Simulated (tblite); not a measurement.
# C6H6N2S: the cost of one run

Computed with tblite 0.8.0 and PySCF 2.14.0, with density-fitted response routines of our own, on a single molecule in the gas phase. Atoms count from 0, in the outputs and in this text.

### Step 1. The starting structure

15 atoms, charge 0, multiplicity 1; geometry from: force field or distance geometry start.

Bonds of the start (Å): N0–C1 1.45, C1–C2 1.36, C2–S3 1.84, S3–C4 1.76, C4–C5 1.39, C5–C6 1.37, C6–N7 1.33, N7–C8 1.36, C8–C1 1.37, C8–C4 1.36, N0–H9 1.06, N0–H10 1.05, C2–H11 1.12, C5–H12 1.07, C6–H13 1.10, N7–H14 1.05.

### Step 2. Optimising the geometry with GFN2-xTB

The job: settings as JSON, then the geometry in Å.

```
{"job": {"kind": "relax", "xc": "GFN2-xTB", "basis": "xTB"}, "charge": 0, "multiplicity": 1}
N     -2.229500    -0.958300    -0.170100
C     -1.270000     0.122000    -0.024400
C     -1.684500     1.405200     0.139100
S     -0.183800     2.454400     0.289500
C      0.845700     1.038300     0.154200
C      2.202300     0.724900     0.135500
C      2.231500    -0.636500    -0.034100
N      0.983000    -1.093600    -0.110900
C      0.081500    -0.077100    -0.007300
H     -2.556900    -1.236100    -1.136000
H     -2.622900    -1.444900     0.678300
H     -2.755800     1.730500     0.154100
H      3.052400     1.361300     0.245800
H      3.133800    -1.269500    -0.090900
H      0.768900    -2.112700    -0.244500
```

Run with:

```
OMP_NUM_THREADS=1 python probes_run.py task.json out
```

One launch serves the whole session: the jobs run in the order shown.

**Question.** How long does this first job take on 1 thread of AMD EPYC, shared host, and how much memory does it need?

About 1.8 s, with a peak of 0.18 GiB.
